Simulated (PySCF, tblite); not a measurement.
# C₇H₇BrOSi: geometry, infrared bands and NMR shifts

Aim: predict the infrared bands and NMR shifts of C₇H₇BrOSi (`O=C(Br)c1ccccc1[SiH3]`).

Computed with tblite 0.8.0 and PySCF 2.14.0, with density-fitted response routines of our own, on a single molecule in the gas phase. Atoms count from 0, in the outputs and in this text.

## 1. Starting geometry

17 atoms, charge 0, multiplicity 1; geometry from: force field or distance geometry start.

Bonds of the start (Å): O0–C1 1.27, C1–Br2 1.91, C1–C3 1.46, C3–C4 1.40, C4–C5 1.38, C5–C6 1.38, C6–C7 1.39, C7–C8 1.38, C8–Si9 1.83, C8–C3 1.39, C4–H10 1.10, C5–H11 1.10, C6–H12 1.09, C7–H13 1.09, Si9–H14 1.49, Si9–H15 1.48, Si9–H16 1.49.

## 2. Geometry optimisation with GFN2-xTB

The job: settings as JSON, then the geometry in Å.

```
{"job": {"kind": "relax", "xc": "GFN2-xTB", "basis": "xTB"}, "charge": 0, "multiplicity": 1}
O      1.606200     2.283900     0.383000
C      0.349200     2.125500     0.268100
Br    -0.859200     3.602700     0.377000
C     -0.264200     0.818500     0.067700
C     -1.649500     0.669700    -0.028800
C     -2.238300    -0.565600    -0.229300
C     -1.427700    -1.682900    -0.310900
C     -0.050100    -1.578500    -0.195700
C      0.509100    -0.334200    -0.008200
Si     2.333500    -0.254800     0.130900
H     -2.301300     1.553200     0.024400
H     -3.331900    -0.658100    -0.311500
H     -1.848400    -2.681000    -0.446700
H      0.580300    -2.466600    -0.266100
H      2.956900     0.319700    -1.100100
H      2.747100     0.488500     1.345800
H      2.881200    -1.627900     0.290600
```

The run is started by

```bash
$ OMP_NUM_THREADS=1 python probes_run.py task.json out
```

The driver reads the jobs from task.json and runs them one after another.

Standard output:

```text
step      E/eV     max force
  0    -772.98335    4.837
  1    -773.20648    5.126
  2    -773.35563    1.007
  3    -773.38844    0.614
  4    -773.41497    0.351
  5    -773.42154    0.289
  6    -773.42983    0.202
  7    -773.43498    0.181
  8    -773.43935    0.171
  9    -773.44281    0.197
 10    -773.44669    0.178
 11    -773.45128    0.193
 12    -773.45596    0.177
 13    -773.45919    0.122
 14    -773.46090    0.109
 15    -773.46203    0.076
 16    -773.46308    0.088
 17    -773.46392    0.076
 18    -773.46464    0.072
 19    -773.46541    0.070
 20    -773.46626    0.077
 21    -773.46697    0.068
 22    -773.46740    0.039
 23    -773.46771    0.044
 24    -773.46808    0.046
 25    -773.46852    0.056
 26    -773.46893    0.041
 27    -773.46926    0.038
 28    -773.46954    0.037
 29    -773.46979    0.033
 30    -773.46998    0.030
 31    -773.47015    0.034
 32    -773.47036    0.042
 33    -773.47062    0.043
 34    -773.47085    0.037
 35    -773.47099    0.022
 36    -773.47107    0.019
 37    -773.47116    0.027
 38    -773.47128    0.035
 39    -773.47142    0.031
 40    -773.47152    0.027
 41    -773.47161    0.024
 42    -773.47173    0.032
 43    -773.47187    0.040
 44    -773.47202    0.037
 45    -773.47215    0.029
 46    -773.47226    0.025
 47    -773.47240    0.038
 48    -773.47255    0.041
 49    -773.47266    0.024
 50    -773.47274    0.021
 51    -773.47282    0.027
 52    -773.47288    0.024
 53    -773.47294    0.018
 54    -773.47299    0.013
 55    -773.47301    0.013
 56    -773.47304    0.014
 57    -773.47307    0.015
 58    -773.47311    0.015
 59    -773.47317    0.019
 60    -773.47324    0.021
 61    -773.47329    0.017
 62    -773.47332    0.014
 63    -773.47335    0.015
 64    -773.47340    0.020
 65    -773.47344    0.017
 66    -773.47348    0.013
 67    -773.47351    0.012
 68    -773.47354    0.015
 69    -773.47357    0.015
 70    -773.47359    0.013
 71    -773.47362    0.013
 72    -773.47365    0.016
 73    -773.47368    0.015
 74    -773.47371    0.012
 75    -773.47373    0.007
```

It took 0.58 s on 1 thread of Arm Neoverse V2, shared host.

Step by step: (not every step is listed)

| step | energy from step 0 (eV) | largest force (eV/Å) |
| --- | --- | --- |
| 0 | 0.0000 | 4.8367 |
| 1 | -0.2231 | 5.1262 |
| 2 | -0.3723 | 1.0072 |
| 3 | -0.4051 | 0.6136 |
| 4 | -0.4316 | 0.3508 |
| 5 | -0.4382 | 0.2895 |
| 6 | -0.4465 | 0.2021 |
| 7 | -0.4516 | 0.1811 |
| 8 | -0.4560 | 0.1711 |
| 14 | -0.4776 | 0.1089 |
| 20 | -0.4829 | 0.0775 |
| 26 | -0.4856 | 0.0414 |
| 32 | -0.4870 | 0.0419 |
| 38 | -0.4879 | 0.0351 |
| 44 | -0.4887 | 0.0373 |
| 50 | -0.4894 | 0.0208 |
| 56 | -0.4897 | 0.0140 |
| 62 | -0.4900 | 0.0137 |
| 68 | -0.4902 | 0.0151 |
| 70 | -0.4902 | 0.0129 |
| 71 | -0.4903 | 0.0131 |
| 72 | -0.4903 | 0.0164 |
| 73 | -0.4903 | 0.0153 |
| 74 | -0.4904 | 0.0122 |
| 75 | -0.4904 | 0.0072 |

Distances of close pairs at the start and the end, largest changes first:

| bond | before (Å) | after (Å) | change (Å) |
| --- | --- | --- | --- |
| O0–C1 | 1.272 | 1.194 | -0.079 |
| C8–Si9 | 1.831 | 1.899 | +0.068 |
| C1–Br2 | 1.912 | 1.960 | +0.048 |
| Si9–H14 | 1.495 | 1.458 | -0.037 |
| Si9–H15 | 1.483 | 1.458 | -0.025 |
| C5–H11 | 1.101 | 1.079 | -0.021 |
| C4–H10 | 1.099 | 1.079 | -0.020 |
| C3–C8 | 1.390 | 1.406 | +0.016 |

The end geometry stands in the next job.

## 3. Vibrational analysis with GFN2-xTB

The job: settings as JSON, then the geometry in Å.

```
{"job": {"kind": "ir", "xc": "GFN2-xTB", "basis": "xTB"}, "charge": 0, "multiplicity": 1}
O      1.553098     2.215321     0.330556
C      0.375111     2.051322     0.230896
Br    -0.744374     3.657069     0.320341
C     -0.307767     0.789544     0.054475
C     -1.692828     0.666909    -0.062654
C     -2.258512    -0.580364    -0.226867
C     -1.445428    -1.703987    -0.271787
C     -0.071952    -1.575014    -0.156184
C      0.532179    -0.336647     0.006936
Si     2.419418    -0.181354     0.155791
H     -2.321395     1.543659    -0.025965
H     -3.329192    -0.678777    -0.319222
H     -1.886332    -2.682035    -0.396889
H      0.550697    -2.456442    -0.193778
H      2.956913     0.549787    -0.985326
H      2.786438     0.309742     1.478508
H      2.876927    -1.576702     0.051258
```

Standard output:

```text
mode    cm-1     km/mol
  1      41.8      0.27
  2      97.0      0.20
  3     134.3     14.76
  4     162.9      0.02
  5     178.2      2.81
  6     307.0      0.20
  7     323.5      0.67
  8     348.5      4.96
  9     370.9      1.05
 10     380.8     29.41
 11     405.0      0.14
 12     506.7      1.16
 13     554.7     92.29
 14     581.7     51.56
 15     604.7     46.39
 16     641.9     86.62
 17     676.4      8.56
 18     689.8      0.32
 19     729.7    202.37
 20     775.4      3.81
 21     825.6    491.81
 22     856.5    122.27
 23     857.1     73.89
 24     883.7      0.09
 25     920.3      0.22
 26     934.3      0.10
 27    1066.5     68.30
 28    1099.3      2.76
 29    1167.7     22.81
 30    1182.8     15.28
 31    1225.1    151.85
 32    1254.0      3.16
 33    1326.1      5.06
 34    1415.3      8.26
 35    1435.7     14.25
 36    1554.0     13.08
 37    1581.0     11.46
 38    1751.7    391.28
 39    2195.3    404.44
 40    2299.2     88.33
 41    2315.4    348.35
 42    3079.5      6.38
 43    3088.1     15.05
 44    3092.6     47.81
 45    3102.2     23.93
```

Run time: 0.67 s. Hardware: 1 thread of Arm Neoverse V2, shared host.

Which atoms move in the most intense modes:

| cm⁻¹ | km/mol | atoms |
| --- | --- | --- |
| 555 | 92.3 | H15 26 %, H14 25 %, H16 11 %, Si9 10 % |
| 730 | 202.4 | H14 41 %, H15 41 % |
| 826 | 491.8 | H16 25 %, H15 21 %, H14 21 %, C1 12 % |
| 856 | 122.3 | H16 46 %, H15 27 %, H14 25 % |
| 1225 | 151.8 | C3 43 %, H11 18 % |
| 1752 | 391.3 | C1 60 %, O0 38 % |
| 2195 | 404.4 | H16 95 % |
| 2315 | 348.4 | H15 49 %, H14 46 % |

## 4. NMR shieldings: PBE0/pcSseg-1

Same as in step 3 but for these lines:

```diff
@@ -1,2 +1,2 @@
-{"job": {"kind": "ir", "xc": "GFN2-xTB", "basis": "xTB"}, "charge": 0, "multiplicity": 1}
+{"job": {"kind": "nmr", "xc": "PBE0", "basis": "pcSseg-1"}, "charge": 0, "multiplicity": 1}
 O      1.553098     2.215321     0.330556
```

Method: GIAO PBE0/pcSseg-1 NMR shielding, non-relativistic, gas phase.

Standard output:

```text
coarse grid: 72488 points
cycle   1  E = -3208.5488814384  dE =  5.530e-01  |g| = 1.035e+00  |ddm| = 4.453e+00
cycle   2  E = -3208.0130811688  dE =  5.358e-01  |g| = 1.885e+00  |ddm| = 2.389e+00
cycle   3  E = -3208.6548303704  dE = -6.417e-01  |g| = 3.804e-01  |ddm| = 2.079e+00
cycle   4  E = -3208.6798956462  dE = -2.507e-02  |g| = 1.321e-01  |ddm| = 5.339e-01
cycle   5  E = -3208.6837419385  dE = -3.846e-03  |g| = 4.699e-02  |ddm| = 2.004e-01
cycle   6  E = -3208.6842185850  dE = -4.766e-04  |g| = 1.756e-02  |ddm| = 6.888e-02
cycle   7  E = -3208.6842986355  dE = -8.005e-05  |g| = 3.847e-03  |ddm| = 2.446e-02
cycle   8  E = -3208.6843018914  dE = -3.256e-06  |g| = 1.424e-03  |ddm| = 4.742e-03
final grid: 152272 points
cycle   9  E = -3208.6843539556  dE =  7.120e-07  |g| = 2.284e-03  |ddm| = 5.368e-03
cycle  10  E = -3208.6843513166  dE =  2.639e-06  |g| = 4.000e-03  |ddm| = 6.463e-03
cycle  11  E = -3208.6843552011  dE = -3.884e-06  |g| = 5.389e-04  |ddm| = 4.230e-03
cycle  12  E = -3208.6843552645  dE = -6.342e-08  |g| = 5.198e-05  |ddm| = 6.029e-04
cycle  13  E = -3208.6843552651  dE = -5.912e-10  |g| = 1.276e-05  |ddm| = 7.215e-05
converged SCF energy = -3208.6843552651

GIAO shielding tensors (ppm)
atom      isotropic    diamagn.    paramagn.     s11        s22        s33       span
  0 O     -251.212     402.880    -654.093   -667.123   -300.460    213.946    881.070
  1 C       -4.301     245.522    -249.823    -80.187     26.511     40.773    120.960
  2 Br    1719.347    3123.489   -1404.141    824.278   1537.151   2796.613   1972.335
  3 C       46.192     261.325    -215.133    -45.578     35.244    148.908    194.486
  4 C       43.512     249.126    -205.614    -57.792     17.141    171.188    228.979
  5 C       50.911     254.416    -203.505    -58.948     33.530    178.151    237.099
  6 C       46.064     254.334    -208.270    -67.420     28.748    176.864    244.283
  7 C       43.971     251.829    -207.859    -68.867     33.128    167.651    236.519
  8 C       36.664     256.362    -219.697    -53.282    -28.714    191.990    245.272
  9 Si     415.228     880.406    -465.178    367.408    417.207    461.068     93.660
 10 H       22.674      31.015      -8.341     16.978     20.624     30.421     13.443
 11 H       23.782      29.472      -5.691     20.159     24.109     27.077      6.919
 12 H       23.738      29.943      -6.205     20.385     23.936     26.891      6.506
 13 H       23.490      31.909      -8.419     19.166     23.014     28.289      9.123
 14 H       26.946      28.871      -1.926     22.668     26.659     31.510      8.842
 15 H       26.941      28.869      -1.927     22.661     26.667     31.496      8.835
 16 H       27.386      29.272      -1.886     22.789     26.710     32.661      9.873
```

Wall time 50 s (1 thread of Arm Neoverse V2, shared host); peak memory 1 GiB.

Shifts follow as δ = σ(reference) − σ, with reference shieldings (ppm) from runs at the same level and on the same kind of geometry: 1H TMS 31.72, 13C TMS 186.9, 29Si TMS 349.2, 17O H2O 336.1, 79Br HBr 2622. The references are single molecules in the gas phase, so shifts against H2O, NH3, PH3, H3PO4 or CFCl3 are not on the usual liquid scales and can be off by tens of ppm. Atoms listed in one row are averaged.

| atoms | environment | σ (ppm) | δ (ppm) | δ scaled to CDCl3 |
| --- | --- | --- | --- | --- |
| C1 | carbonyl carbon | -4.3 | 191.2 | 169.9 |
| C8 | substituted aromatic carbon | 36.7 | 150.3 | 144.7 |
| C4 | aromatic CH | 43.5 | 143.4 | 138.1 |
| C7 | aromatic CH | 44.0 | 143.0 | 137.6 |
| C6 | aromatic CH | 46.1 | 140.9 | 135.6 |
| C3 | substituted aromatic carbon | 46.2 | 140.7 | 135.4 |
| C5 | aromatic CH | 50.9 | 136.0 | 130.8 |
| H10 | hydrogen on an aromatic CH | 22.67 | 9.04 | 8.63 |
| H13 | hydrogen on an aromatic CH | 23.49 | 8.23 | 7.86 |
| H12 | hydrogen on an aromatic CH | 23.74 | 7.98 | 7.63 |
| H11 | hydrogen on an aromatic CH | 23.78 | 7.94 | 7.59 |
| H14, H15, H16 | hydrogen on a silicon bonded to C | 27.09 | 4.63 | – |
| O0 | carbonyl oxygen | -251.2 | 587.3 | – |
| Br2 | bromine bonded to C | 1719 | 903 | – |
| Si9 | silicon bonded to C, 3 H | 415.2 | -66.1 | – |

The scaled column applies a straight-line fit of computed shieldings to shifts measured in CDCl3, with any fitted terms for Cl, Br or S neighbours (root-mean-square error 0.16 ppm for H, 1.9 ppm for C).

The run also stored atomic charges by several schemes (e):

| atoms | Mulliken | IAO | Hirshfeld | ESP fit |
| --- | --- | --- | --- | --- |
| O0 | -0.35 | -0.34 | -0.15 | -0.29 |
| C1 | 0.37 | 0.32 | 0.17 | 0.21 |
| Br2 | -0.17 | -0.07 | -0.04 | -0.10 |
| C3 | -0.24 | -0.06 | -0.02 | 0.25 |
| C4 | 0.08 | -0.12 | -0.04 | -0.38 |
| C5 | -0.07 | -0.14 | -0.04 | 0.04 |
| C6 | -0.02 | -0.12 | -0.02 | -0.24 |
| C7 | -0.09 | -0.14 | -0.04 | -0.08 |
| C8 | -0.29 | -0.23 | -0.07 | -0.13 |
| Si9 | 0.63 | 0.62 | 0.28 | 0.32 |

Mayer bond orders: O0–C1 1.91, C1–Br2 1.00, C1–C3 0.98, C3–C4 1.35, C4–C5 1.46, C5–C6 1.41, C6–C7 1.42, C7–C8 1.47, C8–Si9 0.84, C8–C3 1.31.

Ring of atoms C3, C4, C5, C6, C7, C8: NICS(0) -7.9, NICS(1) -11.3, NICS(1)zz -27.6 ppm (means of both faces).

## 5. Results

| quantity | value |
| --- | --- |
| strongest single infrared mode (GFN2-xTB) | 826 cm⁻¹, 492 km/mol |
| zero-point energy (GFN2-xTB) | 70.1 kcal/mol |
| 13C shifts against TMS (PBE0/pcSseg-1) | 191.2, 150.3, 143.4, 143.0, 140.9, 140.7, 136.0 ppm |
| 1H shifts against TMS (PBE0/pcSseg-1, means over atoms taken as alike) | 9.04, 8.23, 7.98, 7.94, 4.63 ppm |
| 17O shifts against H2O (PBE0/pcSseg-1) | 587.3 ppm |
| 79Br shifts against HBr (PBE0/pcSseg-1) | 903 ppm |
| 29Si shifts against TMS (PBE0/pcSseg-1) | -66.1 ppm |

Over 75 steps the energy fell by 0.490 eV; of the close pairs, O0–C1 changed most, 1.272 to 1.194 Å. No mode is imaginary among the 45: a minimum at this level. The strongest single mode, at 826 cm⁻¹, is carried by H16, H15, H14, C1. GFN2-xTB is a fitted tight-binding method: band positions and strengths are rough. Its intensities can rank the bands wrongly. C1 stands next to heavy halogen, whose spin-orbit shielding this run leaves out, so the computed shift lies too far downfield, most of all for carbon beside Br or I. At PBE0/pcSseg-1: The largest span, 1972 ppm, is at Br2, where the paramagnetic term is -1404 ppm. NICS(1)zz of -28 ppm above the planar ring from C3 marks a diatropic (aromatic) ring current. Spin-orbit coupling is left out, which matters for shieldings and couplings at and beside the heavy atoms.
